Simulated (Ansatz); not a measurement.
ClH₅SSi₂, SMILES [SiH3]S[SiH2]Cl, vertical spin-state energies

With Ansatz's Python interface.

Notebook, run cell by cell (the value of a cell's last expression is shown):

**Cell 1**
```python
import ansatz
```

**Cell 2**
```python
clh5ssi2 = (
    ansatz.Crystal.molecule()
    .atom('Si', (-0.7429, 1.396, -0.0782))
    .atom('S', (0.9154, 0.6641, 1.0218))
    .atom('Si', (0.7648, -1.3249, 0.3032))
    .atom('Cl', (1.494, -1.4559, -1.6068))
    .atom('H', (-1.9913, 0.6819, 0.3464))
    .atom('H', (-0.912, 2.8236, 0.1934))
    .atom('H', (-0.5141, 1.2396, -1.5354))
    .atom('H', (-0.657, -1.7513, 0.242))
    .atom('H', (1.517, -2.2154, 1.1825))
)
```

**Cell 3**
```python
setup = (
    clh5ssi2.calculation()
    .basis(gaussian='def2-TZVP')
    .functional('r2scan0')
    .scf(lower_state_search='standard')
)
found = {}
for unpaired in [0, 2]:
    r = setup.spin('collinear', total=unpaired).run(threads=1).report
    s = unpaired / 2
    found[unpaired] = r['free_energy_ev']
    print(f'2S+1 = {unpaired + 1}: E = {found[unpaired]:.5f} eV, <S^2> = {abs(r["mean_field"]["state"]["spin_squared"]):.3f} (pure state {s * (s + 1):.2f})')
lowest = min(found, key=found.get)
for unpaired, e in found.items():
    print(f'multiplicity {unpaired + 1}: {96.485332 * (e - found[lowest]):.1f} kJ/mol above the lowest')
```
Output:
```text
2S+1 = 1: E = -39195.31241 eV, <S^2> = 0.000 (pure state 0.00)
2S+1 = 3: E = -39189.31990 eV, <S^2> = 2.013 (pure state 2.00)
multiplicity 1: 0.0 kJ/mol above the lowest
multiplicity 3: 578.2 kJ/mol above the lowest
```

In order: multiplicity 1 (+0.00 eV) and multiplicity 3 (+5.99 eV), all at the one geometry.

These settings explore the input space; basis and method may be short of convergence. The geometry is a force-field or estimated start, not a minimum of this method, and the basis set is short of its limit. All parts are taken at fixed geometry, without zero-point energy. Timing: 2.6 min on 1 thread of Arm Neoverse V2, with other jobs on the host, peak memory 1 GiB.
